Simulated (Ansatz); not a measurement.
# C2H6SeSi: rigid scan of one bond length, by script

A script is to give a rigid scan of one bond length; the system is C2H6SeSi.

All numbers are computed with the Python package of Ansatz 0.2.0. Level of theory: r2SCAN/def2-SVP.

### 1 Starting point

Bond lengths: C1–Si2 1.806 Å, Si2–C3 1.795 Å, Si2–Se4 2.402 Å, C3–Se4 1.945 Å, C1–H5 1.141 Å, C1–H6 1.162 Å, C1–H7 1.131 Å, Si2–H8 1.433 Å, C3–H9 1.130 Å, C3–H10 1.150 Å. Angles (14 of 19 angles, heavy atoms first): C1–Si2–C3 113.5°, C1–Si2–Se4 110.6°, C3–Si2–Se4 52.8°, Si2–C3–Se4 79.8°, Si2–Se4–C3 47.4°, C1–Si2–H8 125.2°, C3–Si2–H8 118.5°, Se4–Si2–H8 113.5°, Si2–C1–H5 112.3°, Si2–C1–H6 111.5°, Si2–C1–H7 112.6°, Si2–C3–H9 117.2°, Si2–C3–H10 115.2°, Se4–C3–H9 114.4°.

No structure file is read: the coordinates are typed or built in the script.

### 2 The script

Contents of scan.py:

```python
import ansatz as az
from ase import Atoms
import numpy as np

atoms = Atoms(["C", "Si", "C", "Se", "H", "H", "H", "H", "H", "H"], positions=[
    (-1.1195, 0.6527, -0.7303),
    (-0.2857, -0.6615, 0.185),
    (1.3286, -0.1861, 0.8102),
    (1.8516, -1.1501, -0.7957),
    (-1.6817, 0.2571, -1.641),
    (-1.9141, 1.1904, -0.0754),
    (-0.4082, 1.4607, -1.0768),
    (-0.9289, -1.8081, 0.7545),
    (1.584, 0.9149, 0.7983),
    (1.657, -0.7211, 1.7741),
])
mol = az.Crystal.molecule_from_ase(atoms)

symbols = [site.symbol for site in mol.cartesian_sites]
start = np.array([site.position_ang for site in mol.cartesian_sites])
axis = (start[9] - start[2]) / np.linalg.norm(start[9] - start[2])
moving = [9]
lengths, energies = [0.98, 1.06, 1.15, 1.27, 1.44, 1.73, 2.07, 2.53], []
for length in lengths:
    xyz = start.copy()
    xyz[moving] += (length - np.linalg.norm(start[9] - start[2])) * axis
    point = az.Crystal.molecule()
    for symbol, place in zip(symbols, xyz):
        point = point.atom(symbol, place.tolist())
    base = (
        point.calculation()
        .basis(gaussian="def2-SVP")
        .functional("r2scan")
        .spin("collinear")
    )
    report = base.run(threads=1).report
    energies.append(report["free_energy_ev"])
    print(f"r = {length:6.3f} A  E = {energies[-1]:.5f} eV  <S^2> = {abs(report['mean_field']['state']['spin_squared']):.3f}")

print("energy above the lowest point (eV):", [round(e - min(energies), 3) for e in energies])
```

### 3 The input behind the calls

The engine receives this input (first run):

```yaml
crystal:
  periodic: [false, false, false]
  atoms:
    - { symbol: C, position_ang: [-1.1195, 0.6527, -0.7303] }
    - { symbol: Si, position_ang: [-0.2857, -0.6615, 0.185] }
    - { symbol: C, position_ang: [1.3286, -0.1861, 0.8102] }
    - { symbol: Se, position_ang: [1.8516, -1.1501, -0.7957] }
    - { symbol: H, position_ang: [-1.6817, 0.2571, -1.641] }
    - { symbol: H, position_ang: [-1.9141, 1.1904, -0.0754] }
    - { symbol: H, position_ang: [-0.4082, 1.4607, -1.0768] }
    - { symbol: H, position_ang: [-0.9289, -1.8081, 0.7545] }
    - { symbol: H, position_ang: [1.584, 0.9149, 0.7983] }
    - { symbol: H, position_ang: [1.6083825463917347, -0.6418967792922597, 1.6314009636631948] }
basis:
  gaussian:
    orbitals: def2-SVP
hamiltonian:
  xc: r2scan
magnetization:
  spin_polarized: true
```

### 4 Running it

Started as:

```console
$ python scan.py
```

The log of the run:

```text
r =  0.980 A  E = -75384.43669 eV  <S^2> = 0.000
r =  1.060 A  E = -75384.71042 eV  <S^2> = 0.000
r =  1.150 A  E = -75384.69883 eV  <S^2> = 0.000
r =  1.270 A  E = -75384.38537 eV  <S^2> = 0.000
r =  1.440 A  E = -75383.69049 eV  <S^2> = 0.000
r =  1.730 A  E = -75382.43882 eV  <S^2> = 0.000
r =  2.070 A  E = -75381.31263 eV  <S^2> = 0.318
r =  2.530 A  E = -75380.70876 eV  <S^2> = 0.767
energy above the lowest point (eV): [0.274, 0.0, 0.012, 0.325, 1.02, 2.272, 3.398, 4.002]
```

It took 2.8 min on 1 thread of Arm Neoverse V2, shared host; peak memory 0.38 GiB.

### 5 Inputs of later runs

The engine's inputs for some of the other runs:

Run 5, against run 1:

```diff
@@ -13 +13 @@
-    - { symbol: H, position_ang: [1.6083825463917347, -0.6418967792922597, 1.6314009636631948] }
+    - { symbol: H, position_ang: [1.7397090477592838, -0.8558422063069939, 2.0168626404846943] }
```

Run 7, against run 1:

```diff
@@ -13 +13 @@
-    - { symbol: H, position_ang: [1.6083825463917347, -0.6418967792922597, 1.6314009636631948] }
+    - { symbol: H, position_ang: [1.9195692561539703, -1.1488544215663037, 2.544777545696748] }
```

Run 8, against run 1:

```diff
@@ -13 +13 @@
-    - { symbol: H, position_ang: [1.6083825463917347, -0.6418967792922597, 1.6314009636631948] }
+    - { symbol: H, position_ang: [2.0508957575215194, -1.3627998485810378, 2.9302392225182476] }
```

### 6 The runs side by side

From the records of these 8 runs:

```tsv
run	distance (Å)	energy from run 2 (eV)	<S²>	SCF cycles	CPU time (s)
1	0.98	0.2737	0.00	18	13
2	1.06	0.0000	0.00	18	13
3	1.15	0.0116	0.00	18	13
4	1.27	0.3250	0.00	18	14
5	1.44	1.0199	0.00	18	14
6	1.73	2.2716	0.00	22	16
7	2.07	3.3978	0.32	36	48
8	2.53	4.0017	0.77	55	36
```

### 7 Results

| quantity | value |
| --- | --- |
| runs compared | 8 |
| range of energy | 4.002 eV |
| lowest point, distance (Å) | 1.06 |

**Reading.** The curve has its lowest point inside the range, at 1.06. The ends stand 0.274 and 4 eV above it. The distance scanned is the script's pair 2, 9. <S²> moves from 0.00 to 0.77: along the scan the mean field breaks spin symmetry. The rest of the molecule is held rigid at a force-field or estimated start geometry, and the basis set is modest; single-reference methods fail as a bond breaks.
